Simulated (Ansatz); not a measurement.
# B2H6SSi: one species, many methods

One table from this session's results is given with a row withheld; the runs are named, their logs left out.

Computed with Ansatz 0.2.0, Gaussian basis. Level: functionals in def2-TZVPP, the program's frozen cores in correlated methods.

Levels to be run: LDA (SPW92), PBE-D4, revPBE-D4, BLYP-D4, r2SCAN-D4, B97M-V, PBE0-D4, B3LYP-D4, r2SCANh-D4, r2SCAN0-D4, HSE06-D4, BHLYP-D4, CAM-B3LYP-D4, LC-ωPBE, ωB97X-V, ωB97M-V, B2PLYP, PBE-QIDH; CCSD(T)/def2-SVP; CCSD(T)/def2-TZVPP; MP2/def2-QZVPP; extrapolation to the limit; RPA on PBE.

**The relaxed structure**

All runs share one geometry, relaxed beforehand with PBE0-D4 in a triple-zeta def2 set.

10 atoms, charge 0, spin multiplicity 1.

Atoms are counted from 1 here; the program's logs count them from 0.

Bond lengths: B1–B2 1.635 Å, B1–H5 1.199 Å, B1–H6 1.199 Å, B2–Si3 2.025 Å, B2–S4 1.769 Å, Si3–H7 1.489 Å, Si3–H8 1.489 Å, Si3–H9 1.489 Å, S4–H10 1.349 Å. Angles: B2–B1–H5 121.6°, B2–B1–H6 121.6°, H5–B1–H6 116.7°, B1–B2–Si3 119.1°, B1–B2–S4 126.8°, Si3–B2–S4 114.0°, B2–Si3–H7 111.7°, B2–Si3–H8 110.0°, B2–Si3–H9 110.0°, H7–Si3–H8 108.6°, H7–Si3–H9 108.6°, H8–Si3–H9 107.8°, B2–S4–H10 101.7°.

Coordinates:

```xyz
10

B    -1.19311    1.02412   -0.55112
B     0.22009    0.22636   -0.34791
Si    0.35861   -1.17956    1.10279
S     1.70712    0.45004   -1.27893
H    -2.05412    0.60314   -1.27198
H    -1.43997    2.02994    0.05337
H     1.71109   -1.80156    1.13875
H    -0.65038   -2.25039    0.87361
H     0.08144   -0.56846    2.43213
H     1.34233    1.41517   -2.14773
```

Set-up of the first run:

File in.yaml:

```yaml
crystal:
  periodic: [false, false, false]
  atoms:
    - {symbol: B, position_ang: [-1.193112, 1.024124, -0.551116]}
    - {symbol: B, position_ang: [0.220091, 0.226363, -0.347905]}
    - {symbol: Si, position_ang: [0.358609, -1.179564, 1.102795]}
    - {symbol: S, position_ang: [1.707119, 0.450045, -1.278927]}
    - {symbol: H, position_ang: [-2.054120, 0.603140, -1.271975]}
    - {symbol: H, position_ang: [-1.439967, 2.029935, 0.053365]}
    - {symbol: H, position_ang: [1.711092, -1.801564, 1.138755]}
    - {symbol: H, position_ang: [-0.650375, -2.250392, 0.873608]}
    - {symbol: H, position_ang: [0.081439, -0.568460, 2.432128]}
    - {symbol: H, position_ang: [1.342326, 1.415173, -2.147730]}
basis:
  gaussian: {orbitals: def2-TZVPP}
hamiltonian: {xc: lda}
output: {orbitals: {seedname: orbitals}}
```

Run with:

```console
ansatz run in.yaml --threads 2 --pin off --events-out ev --progress --plain --max-ram 4352MiB
```

Among the steps run: LDA; PBE-D4 (GGA); revPBE-D4 (GGA); BLYP-D4 (GGA); r2SCAN-D4 (meta-GGA); B97M-V (meta-GGA); B3LYP-D4 (hybrid); r2SCANh-D4 (hybrid); r2SCAN0-D4 (hybrid); HSE06-D4 (hybrid); BHLYP-D4 (hybrid); CAM-B3LYP-D4 (range-separated); LC-ωPBE (range-separated); ωB97X-V (range-separated); ωB97M-V (range-separated); B2PLYP (double hybrid); PBE-QIDH (double hybrid).

One of the session's tables, all rows but one given; the rest of the session is left out.

It belongs to the step «Frontier levels by functional». 

```
  functional  HOMO (eV)  LUMO (eV)  gap (eV)
 LDA (SPW92)      -6.75      -3.25      3.50
      PBE-D4          ?          ?         ?
   revPBE-D4      -6.63      -2.85      3.79
     BLYP-D4      -6.56      -2.79      3.77
   r2SCAN-D4      -6.92      -2.63      4.28
      B97M-V      -7.04      -2.77      4.28
     PBE0-D4      -7.86      -2.03      5.84
    B3LYP-D4      -7.68      -2.22      5.46
  r2SCANh-D4      -7.35      -2.31      5.04
  r2SCAN0-D4      -8.02      -1.83      6.18
    HSE06-D4      -7.47      -2.41      5.06
    BHLYP-D4      -8.99      -1.02      7.98
CAM-B3LYP-D4      -9.21      -0.95      8.26
     LC-ωPBE     -10.53       0.22     10.75
     ωB97X-V     -10.19       0.11     10.29
     ωB97M-V      -9.99      -0.15      9.84
```

Q: Estimate the row for PBE-D4 from the others.

The run gave: HOMO (eV): -6.67; LUMO (eV): -2.97; gap (eV): 3.70. In the column «HOMO (eV)» it lies between LDA (SPW92) (-6.75) and revPBE-D4 (-6.63).
